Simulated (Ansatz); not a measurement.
# B₃H₅Se: one species, many methods

One table from this session's results is given with a row withheld; the runs are named, their logs left out.

Program: Ansatz 0.2.0, Gaussian basis. Level of theory: functionals in def2-TZVPP, the program's frozen cores in correlated methods. These are calculated values, not measurements.

Plan: LDA (SPW92), PBE-D4, revPBE-D4, BLYP-D4, r2SCAN-D4, B97M-V, PBE0-D4, B3LYP-D4, r2SCANh-D4, r2SCAN0-D4, HSE06-D4, BHLYP-D4, CAM-B3LYP-D4, LC-ωPBE, ωB97X-V, ωB97M-V, B2PLYP, PBE-QIDH; CCSD(T)/def2-SVP; CCSD(T)/def2-TZVPP; MP2/def2-QZVPP; extrapolation to the limit; RPA on PBE.

## The geometry

An earlier PBE0-D4 in a triple-zeta def2 set relaxation fixed the geometry.

SMILES `BBB[SeH]`, 9 atoms, charge 0, spin multiplicity 1.

Atoms are counted from 1 here; the program's logs count them from 0.

Bond lengths: B1–B2 1.624 Å, B1–H5 1.199 Å, B1–H6 1.201 Å, B2–B3 1.646 Å, B2–H7 1.206 Å, B3–Se4 1.914 Å, B3–H8 1.196 Å, Se4–H9 1.470 Å. Angles: B2–B1–H5 122.9°, B2–B1–H6 120.5°, H5–B1–H6 116.6°, B1–B2–B3 125.1°, B1–B2–H7 117.8°, B3–B2–H7 117.2°, B2–B3–Se4 122.4°, B2–B3–H8 120.2°, Se4–B3–H8 117.4°, B3–Se4–H9 97.5°.

Set-up of the first run:

Contents of in.yaml:

```yaml
crystal:
  periodic: [false, false, false]
  atoms:
    - {symbol: B, position_ang: [-0.406622, 1.002572, -1.538763]}
    - {symbol: B, position_ang: [0.639539, 0.305852, -0.510204]}
    - {symbol: B, position_ang: [0.233473, -0.769828, 0.668204]}
    - {symbol: Se, position_ang: [-0.306142, -0.217447, 2.419483]}
    - {symbol: H, position_ang: [-0.724343, 0.502747, -2.581316]}
    - {symbol: H, position_ang: [-0.908821, 2.060667, -1.274337]}
    - {symbol: H, position_ang: [1.809583, 0.571359, -0.633638]}
    - {symbol: H, position_ang: [0.258237, -1.944382, 0.444568]}
    - {symbol: H, position_ang: [-0.506405, -1.557840, 2.988904]}
basis:
  gaussian: {orbitals: def2-TZVPP}
hamiltonian: {xc: lda}
output: {orbitals: {seedname: orbitals}}
```

The run is started by

```sh
$ ansatz run in.yaml --threads 2 --pin off --events-out ev --progress --plain --max-ram 4352MiB
```

Steps of the session up to this table: LDA; PBE-D4 (GGA); revPBE-D4 (GGA); BLYP-D4 (GGA); r2SCAN-D4 (meta-GGA); B97M-V (meta-GGA); B3LYP-D4 (hybrid); r2SCANh-D4 (hybrid); r2SCAN0-D4 (hybrid); HSE06-D4 (hybrid); BHLYP-D4 (hybrid); CAM-B3LYP-D4 (range-separated); LC-ωPBE (range-separated); ωB97X-V (range-separated); ωB97M-V (range-separated); B2PLYP (double hybrid); PBE-QIDH (double hybrid).

One table of the session follows, with a row left open; its other results are not shown here.

It belongs to the step «Orbital energies across the functionals». 

```
  functional  HOMO (eV)  LUMO (eV)  gap (eV)
 LDA (SPW92)      -6.68      -2.97      3.72
      PBE-D4      -6.55      -2.72      3.83
   revPBE-D4      -6.50      -2.62      3.89
     BLYP-D4          ?          ?         ?
   r2SCAN-D4      -6.80      -2.40      4.39
      B97M-V      -6.83      -2.47      4.36
     PBE0-D4      -7.64      -1.79      5.85
    B3LYP-D4      -7.41      -1.98      5.44
  r2SCANh-D4      -7.20      -2.09      5.11
  r2SCAN0-D4      -7.81      -1.61      6.19
    HSE06-D4      -7.25      -2.17      5.08
    BHLYP-D4      -8.57      -0.77      7.79
CAM-B3LYP-D4      -8.89      -0.69      8.20
     LC-ωPBE     -10.23       0.44     10.67
     ωB97X-V      -9.88       0.35     10.24
     ωB97M-V      -9.77       0.11      9.88
```

**Question.** Estimate the row for BLYP-D4.

Worked estimate for «HOMO (eV)». Against the share of exact exchange, B3LYP-D4 (0.2, -7.41), BHLYP-D4 (0.5, -8.57) give a slope of -3.87 per unit share; at 0 the line stands at -6.64.

The run gave: HOMO (eV): -6.39; LUMO (eV): -2.55; gap (eV): 3.84. In «HOMO (eV)» the line misses by -0.25.
